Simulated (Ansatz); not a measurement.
# Ga2BSb3: the cost of one run

Method: DFT PBE, scalar-relativistic, plane waves, PAW, in Ansatz 0.2.0.

1 further run of the same task is left out (it didn't finish).

### Step 1. The structure to begin with

It takes space group P-6m2 (No. 187, hexagonal). Conventional cell: a = 4.476 Å, b = 4.476 Å, c = 9.035 Å, α = 90.00°, β = 90.00°, γ = 120.00°. Ga (site symmetry 3m) is surrounded by 9 Sb at 3.43 to 3.44 Å and 3 B at 3.43 Å. B (site symmetry -6m2) is surrounded by 3 Sb at 2.58 Å and 6 Ga at 3.43 Å. Sb (site symmetry -6m2) has 3 Sb at 2.58 Å as nearest neighbours. Sb (site symmetry -6m2) is surrounded by 3 B at 2.58 Å.

Coordinates:

```cif
data_structure
_symmetry_space_group_name_H-M 'P-6m2'
_symmetry_Int_Tables_number 187
_cell_length_a 4.4762
_cell_length_b 4.4762
_cell_length_c 9.0349
_cell_angle_alpha 90.000
_cell_angle_beta 90.000
_cell_angle_gamma 120.000
_cell_volume 156.78
loop_
_atom_site_label
_atom_site_type_symbol
_atom_site_symmetry_multiplicity
_atom_site_Wyckoff_symbol
_atom_site_fract_x
_atom_site_fract_y
_atom_site_fract_z
_atom_site_occupancy
Ga1 Ga 2 i 0.66667 0.33333 0.24941 1
B1 B 1 a 0.00000 0.00000 0.00000 1
Sb1 Sb 1 b 0.00000 0.00000 0.50000 1
Sb2 Sb 1 c 0.33333 0.66667 0.00000 1
Sb3 Sb 1 d 0.33333 0.66667 0.50000 1
```

Recipe of the guess: species swapped into a database cell of La2Al3Ge (P-6m2, No. 187), with Ga on the La sites, Sb on the Al sites and B on the Ge sites. Its size is a rough estimate.

### Step 2. The guess as it stands, on a coarse mesh

File input.yaml:

```yaml
crystal:
  lattice:
    - [4.4762345, 0.0, 0.0]
    - [-2.23811725, 3.87653279, 0.0]
    - [0.0, 0.0, 9.03485907]
  atoms:
    - { symbol: Ga, position: [0.66666667, 0.33333333, 0.24941] }
    - { symbol: Ga, position: [0.66666667, 0.33333333, 0.75059] }
    - { symbol: B, position: [0.0, 0.0, 0.0] }
    - { symbol: Sb, position: [0.0, 0.0, 0.5] }
    - { symbol: Sb, position: [0.33333333, 0.66666667, 0.0] }
    - { symbol: Sb, position: [0.33333333, 0.66666667, 0.5] }
basis:
  ecutwfc: 420
kpoints:
  mp_grid: { grid: [6, 6, 2] }
hamiltonian:
  xc: pbe
scf:
  occupations: { method: gaussian, width: 0.1 }
  lower_state_search: "off"
output:
  forces: true
  stress: true
  eigenvalues: true
```

Launch:

```sh
$ ansatz run input.yaml --threads 1 --pin off --max-ram 2560MiB --backend cpu --events-out ev --progress --plain --runs-dir out
```

**Question.** How long does this run take on 1 thread of Intel Xeon at 2.70GHz, shared host, and how much memory does it need?

About 18 s, with a peak of 0.42 GiB.
